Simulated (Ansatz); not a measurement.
# C₂H₆S₂Si: one species, many methods

How much do the methods differ for C₂H₆S₂Si? The plan is to run it at one geometry with functionals of several rungs and with coupled cluster. The yardstick is the atomisation energy at the CCSD(T) limit.

Computed with Ansatz 0.2.0, Gaussian basis. Level: functionals in def2-TZVPP, the program's frozen cores in correlated methods.

The runs, in order: PBE-D4, r2SCAN-D4, PBE0-D4, B3LYP-D4, ωB97X-V, ωB97M-V, B2PLYP; CCSD(T)/def2-TZVPP; MP2/def2-QZVPP; extrapolation to the limit.

### 1 The relaxed structure

All runs share one geometry, relaxed beforehand with PBE0-D4 in a triple-zeta def2 set.

SMILES `C[SiH2]C(=S)S`, 11 atoms, charge 0, spin multiplicity 1.

Atoms are counted from 1 here; the program's logs count them from 0.

Bond lengths: C1–Si2 1.860 Å, C1–H6 1.092 Å, C1–H7 1.093 Å, C1–H8 1.091 Å, Si2–C3 1.902 Å, Si2–H9 1.485 Å, Si2–H10 1.490 Å, C3–S4 1.627 Å, C3–S5 1.719 Å, S5–H11 1.350 Å. Angles: Si2–C1–H6 110.7°, Si2–C1–H7 110.5°, Si2–C1–H8 109.8°, H6–C1–H7 108.4°, H6–C1–H8 108.5°, H7–C1–H8 108.8°, C1–Si2–C3 109.5°, C1–Si2–H9 112.2°, C1–Si2–H10 111.5°, C3–Si2–H9 106.2°, C3–Si2–H10 108.4°, H9–Si2–H10 108.8°, Si2–C3–S4 118.6°, Si2–C3–S5 115.2°, S4–C3–S5 126.2°, C3–S5–H11 97.4°.

### 2 PBE-D4 (GGA)

in.yaml reads:

```yaml
crystal:
  periodic: [false, false, false]
  atoms:
    - {symbol: C, position_ang: [-0.682068, 1.329913, 0.969713]}
    - {symbol: Si, position_ang: [0.732660, 0.308304, 0.326196]}
    - {symbol: C, position_ang: [0.052801, -1.165907, -0.664129]}
    - {symbol: S, position_ang: [-1.087583, -2.104084, 0.019557]}
    - {symbol: S, position_ang: [0.739597, -1.379039, -2.225672]}
    - {symbol: H, position_ang: [-1.251637, 1.764298, 0.145493]}
    - {symbol: H, position_ang: [-0.311121, 2.142417, 1.598863]}
    - {symbol: H, position_ang: [-1.351531, 0.703376, 1.561756]}
    - {symbol: H, position_ang: [1.549394, -0.270938, 1.422503]}
    - {symbol: H, position_ang: [1.621477, 1.105019, -0.565532]}
    - {symbol: H, position_ang: [0.053308, -2.490360, -2.568348]}
basis:
  gaussian: {orbitals: def2-TZVPP}
hamiltonian: {xc: pbe, dispersion: d4}
output: {forces: true, orbitals: {seedname: orbitals}}
```

The run is started by

```
$ ansatz run in.yaml --threads 4 --pin off --events-out ev --progress --plain --max-ram 10444MiB
```

Further steps of the session: r2SCAN-D4 (meta-GGA); PBE0-D4 (hybrid); B3LYP-D4 (hybrid); ωB97X-V (range-separated); ωB97M-V (range-separated); B2PLYP (double hybrid); CCSD(T) in def2-TZVPP; MP2 in def2-QZVPP.

Before running them: what should the planned runs give, taken together? Wanted: atomisation energy, CCSD(T)/CBS; farthest; mean size of error, hybrid; mean size of error, range-separated; gap, smallest and largest; T1 diagnostic; triples share of the correlation energy.

As calculated:

```
                               quantity                                value
        atomisation energy, CCSD(T)/CBS                       910.7 kcal/mol
functionals within 4.6 kcal/mol (0.5 %)           PBE0-D4, B3LYP-D4, ωB97X-V
                               farthest              PBE-D4 (+20.1 kcal/mol)
             mean size of error, hybrid                         2.0 kcal/mol
    mean size of error, range-separated                         4.2 kcal/mol
              gap, smallest and largest  2.06 eV (PBE-D4), 8.41 eV (ωB97X-V)
                          T1 diagnostic                               0.0161
triples share of the correlation energy                                4.8 %
```

What this shows: PBE-D4 is off by +20.1 kcal/mol. Double hybrids carry the basis error of their MP2 part in triple zeta, and no dispersion term here, so their miss is partly the set-up's. The reference freezes the cores and leaves out relativity and excitations past (T), so misses under about 4.6 kcal/mol can't be ranked. Hartree-Fock recovers 72 % of the binding; the rest is correlation. Orbital gaps span 2.1 to 8.4 eV; exact exchange widens them. The restricted reference is unstable towards a spin-broken one.
